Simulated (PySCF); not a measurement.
# C2H6OSi: electronic excitations and core binding energies

What electronic excitations and core binding energies should C2H6OSi (`C1OC[SiH2]1`) show?

The runs use PySCF 2.14.0, with density-fitted response routines of our own; the level of theory stands in each step. All values are computed, except where a source is named. Atoms count from 0, in the outputs and in this text.

### Step 1. The starting structure

10 atoms, charge 0, multiplicity 1; geometry from: GFN2-xTB.

Bonds of the start (Å): C0–O1 1.44, O1–C2 1.44, C2–Si3 1.92, Si3–C0 1.92, C0–H4 1.09, C0–H5 1.09, C2–H6 1.09, C2–H7 1.09, Si3–H8 1.46, Si3–H9 1.46.

### Step 2. Excited states and response: CAM-B3LYP/def2-SVPD

The job: settings as JSON, then the geometry in Å.

```
{"job": {"kind": "uv", "xc": "CAM-B3LYP", "basis": "def2-SVPD", "nstates": 8, "ntriplets": 3}, "charge": 0, "multiplicity": 1}
C     -0.491629     1.098703     0.171513
O      0.906914     1.006528    -0.140015
C      1.114278    -0.408139    -0.270721
Si    -0.725064    -0.805057     0.106440
H     -1.005356     1.697416    -0.586529
H     -0.627669     1.591406     1.138822
H      1.860996    -0.745615     0.454254
H      1.487980    -0.641419    -1.272142
H     -1.520384    -1.321414    -1.004956
H     -0.991183    -1.467754     1.380806
```

Level: TDDFT CAM-B3LYP/def2-SVPD, vertical, gas phase, core orbitals frozen in the response.

Launch:

```sh
$ OMP_NUM_THREADS=1 python probes_run.py task.json out
```

The driver reads the jobs from task.json and runs them one after another.

Log:

```text
coarse grid: 8608 points
cycle   1  E = -444.0844412598  dE =  3.820e-01  |g| = 5.431e-01  |ddm| = 3.865e+00
cycle   2  E = -444.0387036094  dE =  4.574e-02  |g| = 7.585e-01  |ddm| = 1.180e+00
cycle   3  E = -444.1465259280  dE = -1.078e-01  |g| = 3.964e-02  |ddm| = 6.116e-01
cycle   4  E = -444.1468538039  dE = -3.279e-04  |g| = 1.343e-02  |ddm| = 8.023e-02
cycle   5  E = -444.1468978276  dE = -4.402e-05  |g| = 4.680e-03  |ddm| = 2.378e-02
cycle   6  E = -444.1469034622  dE = -5.635e-06  |g| = 1.003e-03  |ddm| = 7.361e-03
final grid: 77784 points
cycle   7  E = -444.2186239258  dE = -1.524e-05  |g| = 3.781e-03  |ddm| = 3.096e-02
cycle   8  E = -444.2186231839  dE =  7.419e-07  |g| = 4.441e-03  |ddm| = 8.841e-03
cycle   9  E = -444.2186271960  dE = -4.012e-06  |g| = 4.230e-04  |ddm| = 4.120e-03
cycle  10  E = -444.2186272316  dE = -3.555e-08  |g| = 1.363e-04  |ddm| = 4.831e-04
cycle  11  E = -444.2186272360  dE = -4.397e-09  |g| = 1.551e-05  |ddm| = 1.784e-04
cycle  12  E = -444.2186272361  dE = -1.061e-10  |g| = 4.236e-06  |ddm| = 4.780e-05
converged SCF energy = -444.2186272361

Static polarisability (au): isotropic 53.369, principal 47.686 54.245 58.176

Singlet excitations
state   eV       nm        f      main configurations
  1   6.2478    198.4   0.00000   H->L 0.97
  2   6.5967    187.9   0.00147   H->L+2 0.61, H->L+1 0.30
  3   6.7390    184.0   0.01373   H-1->L 0.93
  4   7.2496    171.0   0.00916   H->L+1 0.65, H->L+2 0.21, H->L+5 0.09
  5   7.3065    169.7   0.10431   H-2->L 0.80, H-1->L+2 0.16
  6   7.4812    165.7   0.00693   H-1->L+1 0.42, H-1->L+2 0.41, H-2->L 0.12
  7   7.6198    162.7   0.05093   H-2->L+2 0.55, H-2->L+1 0.38
  8   7.9880    155.2   0.00109   H->L+4 0.72, H-1->L+1 0.13

Triplet excitations (Tamm-Dancoff, eV): 6.1465 6.2630 6.3259
```

It took 14 s on 1 thread of Arm Neoverse V2, shared host; peak memory 0.53 GiB.

The orbitals next to the gap, with their largest atomic shares:

```
orbital      eV                       atoms
 HOMO−3  -11.59  Si3 40 %, H9 24 %, H8 24 %
 HOMO−2   -9.74  C0 28 %, C2 28 %, Si3 24 %
 HOMO−1   -9.48  O1 42 %, Si3 18 %, C2 13 %
   HOMO   -8.68   O1 60 %, C2 10 %, C0 10 %
   LUMO    0.69  Si3 37 %, H8 12 %, H9 12 %
 LUMO+1    1.24    Si3 46 %, H8 9 %, H9 9 %
 LUMO+2    1.44    Si3 42 %, C0 9 %, C2 9 %
```

With each of the 8 states as a Gaussian band of 0.4 eV half-width at 1/e, the curve within the window shown has maxima at 168 nm (ε 6,200) L/(mol cm). Beyond the last state computed it falls off for lack of states. The curve at chosen wavelengths:

nm, ε (L/mol/cm) and a bar:
```
      150        167 #
      153        546 ###
      156       1360 #######
      158       2183 ###########
      161       3703 ##################
      164       5174 #########################
      167       6062 ##############################
      169       6148 ##############################
      172       5522 ###########################
      175       4324 #####################
      178       3046 ###############
      180       2327 ###########
      183       1533 #######
      186       1028 #####
      189        701 ###
      191        541 ###
      194        354 ##
      197        218 #
      200        124 #
      202         82 
      205         41 
      208         19 
      211          9 
      213          5 
      216          2 
      219          1
```

Leading natural transition orbitals of singlet state 5: the hole lies on C0, C2 about 25 % each; Si3 21 %; 4 H atoms about 6 % each; the particle on H8, H9 about 21 % each; Si3 20 %; C0, C2 about 6 % each.

Leading natural transition orbitals of singlet state 1: the hole lies on O1 62 %; 4 H atoms about 7 % each; the particle on Si3 23 %; H8, H9 about 19 % each; C0, C2 about 8 % each.

Ground-state properties from the same run:

```
           property  computed
  dipole moment (D)      2.05
polarisability (Å³)      7.91
 HOMO–LUMO gap (eV)      9.37
      −ε(HOMO) (eV)      8.68
```

The fields below are evaluated on a grid from the run's orbitals.

Frontier orbitals at CAM-B3LYP/def2-SVPD, with the share of their density that lies nearest to each atom:

```
orbital  energy (eV)                                                  lies on
   HOMO        -8.68                        O1 63 %; 4 H atoms about 7 % each
   LUMO         0.69  H8, H9 about 22 % each; Si3 19 %; C0, C2 about 6 % each
```

ELF in a plane through or near 4 of the atoms.

Values, 10 rows by 14 columns:
```
0.00 0.00 0.00 0.00 0.00 0.00 0.00 0.00 0.00 0.00 0.00 0.00 0.00 0.00
0.00 0.00 0.00 0.00 0.00 0.00 0.01 0.01 0.01 0.00 0.00 0.00 0.00 0.00
0.00 0.00 0.00 0.00 0.01 0.07 0.20 0.26 0.13 0.03 0.00 0.00 0.00 0.00
0.00 0.00 0.00 0.00 0.05 0.19 0.11 0.12 0.20 0.13 0.02 0.00 0.00 0.00
0.00 0.00 0.00 0.02 0.27 0.93 0.24 0.35 0.81 0.79 0.08 0.01 0.00 0.00
0.00 0.00 0.02 0.17 0.47 0.32 0.67 0.34 0.43 0.17 0.36 0.05 0.01 0.00
0.00 0.00 0.04 0.15 0.48 0.39 0.77 0.37 0.64 0.44 0.33 0.08 0.02 0.00
0.00 0.00 0.00 0.04 0.02 0.10 0.74 0.86 0.40 0.02 0.04 0.02 0.00 0.00
0.00 0.00 0.00 0.00 0.00 0.01 0.17 0.26 0.06 0.00 0.00 0.00 0.00 0.00
0.00 0.00 0.00 0.00 0.00 0.00 0.00 0.00 0.00 0.00 0.00 0.00 0.00 0.00
```
The map spans 8.7 Å across and 9.0 Å up, centred on the molecule. Atoms in the plane (x, y in Å): C0 (-1.1, -0.5), O1 (0.0, -1.4), C2 (1.1, -0.5), Si3 (0.0, 1.1).

On the surface of density 0.002 e/bohr³ the electrostatic potential runs, from the 1st to the 99th percentile, from -1.71 V near O1 to 1.55 V near Si3.

### Step 3. Core-electron binding energies: SCAN, X2C

Same as in step 2 but for these lines:

```diff
@@ -1,2 +1,2 @@
-{"job": {"kind": "uv", "xc": "CAM-B3LYP", "basis": "def2-SVPD", "nstates": 8, "ntriplets": 3}, "charge": 0, "multiplicity": 1}
+{"job": {"kind": "xps"}, "charge": 0, "multiplicity": 1}
 C     -0.491629     1.098703     0.171513
```

Level: delta-SCF UKS SCAN, pcX-2 on the ionised atom, pcseg-1 elsewhere, spin-free X2C.

Log:

```text
ground state, core basis on atom 0 (C), 121 functions
  cycle   1  E = -444.94668352  |g| = 5.53e-01
  cycle   2  E = -444.75609004  |g| = 1.07e+00
  cycle   3  E = -445.01453508  |g| = 9.61e-02
  cycle   4  E = -445.01549936  |g| = 6.45e-02
  cycle   5  E = -445.01646468  |g| = 1.16e-02
  cycle   6  E = -445.01650231  |g| = 1.75e-03
  cycle   7  E = -445.01650218  |g| = 1.14e-03
  cycle   8  E = -445.01650414  |g| = 2.42e-04
  E(ground) = -445.05447004 Eh
hole in C 1s of atom 0
  cycle   1  E = -433.74162857  |g| = 1.51e+00
  cycle   2  E = -432.75080027  |g| = 2.04e+00
  cycle   3  E = -434.24747308  |g| = 4.08e-01
  cycle   4  E = -434.28277792  |g| = 2.76e-01
  cycle   5  E = -434.31099829  |g| = 6.87e-02
  cycle   6  E = -434.31281348  |g| = 1.71e-02
  cycle   7  E = -434.31293864  |g| = 9.43e-03
  cycle   8  E = -434.31300075  |g| = 3.04e-03
  cycle   9  E = -434.31301657  |g| = 1.53e-03
  cycle  10  E = -434.31301920  |g| = 3.81e-04
  E(ion) = -434.34927201 Eh   <S^2> = 0.7787   hole on atom = 1.000   binding energy = 291.303 eV
ground state, core basis on atom 1 (O), 121 functions
  cycle   1  E = -445.04373769  |g| = 9.22e-02
  cycle   2  E = -445.04364662  |g| = 2.88e-02
  cycle   3  E = -445.04340253  |g| = 4.64e-02
  cycle   4  E = -445.04380436  |g| = 2.92e-03
  cycle   5  E = -445.04380570  |g| = 7.56e-04
  cycle   6  E = -445.04380724  |g| = 6.27e-05
  E(ground) = -445.08055923 Eh
hole in O 1s of atom 1
  cycle   1  E = -424.44986177  |g| = 2.22e+00
  cycle   2  E = -423.82334192  |g| = 2.32e+00
  cycle   3  E = -425.21374149  |g| = 4.58e-01
  cycle   4  E = -425.27434514  |g| = 1.02e-01
  cycle   5  E = -425.27831840  |g| = 2.77e-02
  cycle   6  E = -425.27868966  |g| = 1.30e-02
  cycle   7  E = -425.27877251  |g| = 1.95e-03
  cycle   8  E = -425.27877393  |g| = 6.43e-04
  cycle   9  E = -425.27877498  |g| = 2.56e-04
  E(ion) = -425.31553812 Eh   <S^2> = 0.7643   hole on atom = 1.000   binding energy = 537.834 eV
ground state, core basis on atom 3 (Si), 132 functions
  cycle   1  E = -445.10682070  |g| = 2.88e-01
  cycle   2  E = -445.10637654  |g| = 7.03e-02
  cycle   3  E = -445.10493235  |g| = 1.10e-01
  cycle   4  E = -445.10716383  |g| = 1.00e-02
  cycle   5  E = -445.10717591  |g| = 1.74e-03
  cycle   6  E = -445.10717640  |g| = 2.96e-04
  E(ground) = -445.10435859 Eh
hole in Si 1s of atom 3
  cycle   1  E = -376.18019078  |g| = 4.35e+00
  cycle   2  E = -374.79315247  |g| = 2.60e+00
  cycle   3  E = -375.44578133  |g| = 1.89e+00
  cycle   4  E = -377.17852541  |g| = 3.14e-01
  cycle   5  E = -377.20928853  |g| = 2.56e-01
  cycle   6  E = -377.23747679  |g| = 5.92e-02
  cycle   7  E = -377.23904845  |g| = 2.52e-02
  cycle   8  E = -377.23938140  |g| = 5.19e-03
  cycle   9  E = -377.23939835  |g| = 7.30e-04
  cycle  10  E = -377.23939896  |g| = 1.51e-04
  E(ion) = -377.24375327 Eh   <S^2> = 0.7527   hole on atom = 1.000   binding energy = 1846.581 eV
hole in Si 2p of atom 3
  cycle   1  E = -440.83731429  |g| = 1.23e+00
  cycle   2  E = -439.23253305  |g| = 1.80e+00
  cycle   3  E = -440.65341288  |g| = 1.09e+00
  cycle   4  E = -441.12951941  |g| = 2.18e-01
  cycle   5  E = -441.15315324  |g| = 1.21e-01
  cycle   6  E = -441.15915272  |g| = 3.93e-02
  cycle   7  E = -441.15998208  |g| = 1.11e-02
  cycle   8  E = -441.16004923  |g| = 1.99e-03
  cycle   9  E = -441.16005120  |g| = 5.95e-04
  cycle  10  E = -441.16005222  |g| = 2.61e-04
  E(ion) = -441.16842479 Eh   <S^2> = 0.7545   hole on atom = 1.002   binding energy = 107.102 eV
  2p3/2 = 106.882 eV   2p1/2 = 107.505 eV
```

Wall time 20 s (1 thread of Arm Neoverse V2, shared host); peak memory 0.47 GiB.

The holes in one table. −ε is the ground-state orbital energy:

```
       hole  stands for                                       environment  ΔSCF (eV; 2p as the shell's mean)  −ε (eV)   ⟨S²⟩
  C1s on C0      C0, C2                        sp3 CH2 bonded to O and Si                             291.30    274.5  0.779
  O1s on O1          O1                                      ether oxygen                             537.83    516.4  0.764
Si1s on Si3         Si3  silicon bonded to 2 C, 2 H, in a 4-membered ring                            1846.58   1793.4  0.753
Si2p on Si3         Si3  silicon bonded to 2 C, 2 H, in a 4-membered ring                             107.09     96.3  0.754
```

Each hole run stands for the others of its class of like atoms.

With the spin-orbit splitting: Si3 2p3/2 106.88, 2p1/2 107.50 eV. The table gives each 2p level as the mean over the whole 2p shell (two parts 2p3/2, one part 2p1/2), which differs a little from the single hole in the log.

### Step 4. Summary of results

```
                                quantity                        value
    lowest singlet (CAM-B3LYP/def2-SVPD)  6.25 eV (198 nm), f = 0.000
brightest single state of those computed  state 5, 7.31 eV, f = 0.104
                          lowest triplet                      6.15 eV
   surface potential, 1st and 99th percentile           -1.71 V and 1.55 V
        C1s binding energies, SCAN/pcX-2                 C0 291.30 eV
        O1s binding energies, SCAN/pcX-2                 O1 537.83 eV
       Si1s binding energies, SCAN/pcX-2               Si3 1846.58 eV
       Si2p binding energies, SCAN/pcX-2                Si3 107.09 eV
```

The lowest singlet, at 6.25 eV, is HOMO→LUMO 0.97 and is dark; of the 8 states computed, the strongest absorption comes from state 5 at 7.31 eV. The lowest triplet lies 0.10 eV below the lowest singlet (triplets in Tamm-Dancoff, singlets in full TDDFT).
